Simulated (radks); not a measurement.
# Nuclear size and the levels of Nb

The task here is to estimate one member of a computed series from the others.

Program: radks (a radial shooting solver on a logarithmic mesh, Libxc functionals) version 1. Level of theory: Dirac Kohn-Sham, exchange-only LDA, spin-unpolarised, spherical densities, finite nucleus; open shells fill j = l - 1/2 first. These are calculated values, not measurements, unless marked.

## The atom as given

```
element            : niobium (Z = 41)
charge             : 0
electrons          : 41
configuration      : [Kr] 4d4 5s1
nuclear rms radius : 4.324 fm
```

Set-up of the first run:

Input:

```text
Z 41
configuration [Kr] 4d4 5s1 5p0 6s0
relativity Dirac
functional lda,
spin unpolarised
j_filling energy
nucleus finite rms 4.324 fm
c 137.035999084
```

Steps of the session up to this table: rms radius 4.324 fm.

One of the session's tables, all rows but one given; the rest of the session is left out.

It belongs to the step «rms radius 4.324 fm». Sizes of the orbitals, from the radial functions (bohr):

| level | <r> | outermost maximum (interpolated) | 90 % within | nodes |
| --- | --- | --- | --- | --- |
| 4s1/2 | 1.159 | 1.03 | 1.69 | 3 |
| 4p1/2 | 1.283 | 1.10 | 1.91 | 2 |
| 4p3/2 | 1.315 | 1.13 | 1.96 | 2 |
| 5s1/2 | 3.785 | 3.09 | 5.73 | 4 |
| 4d3/2 | 2.262 | 1.50 | 3.84 | 1 |
| 4d5/2 | 2.303 | 1.52 | 3.93 | 1 |
| 5p1/2 | 5.779 | 4.32 | 9.21 | 3 |
| 5p3/2 | ? | ? | ? | ? |

Q: Estimate the row for 5p3/2 from the others.

The run gave: <r>: 6.003; outermost maximum (interpolated): 4.48; 90 % within: 9.58; nodes: 3. In the column «<r>» it is the highest.
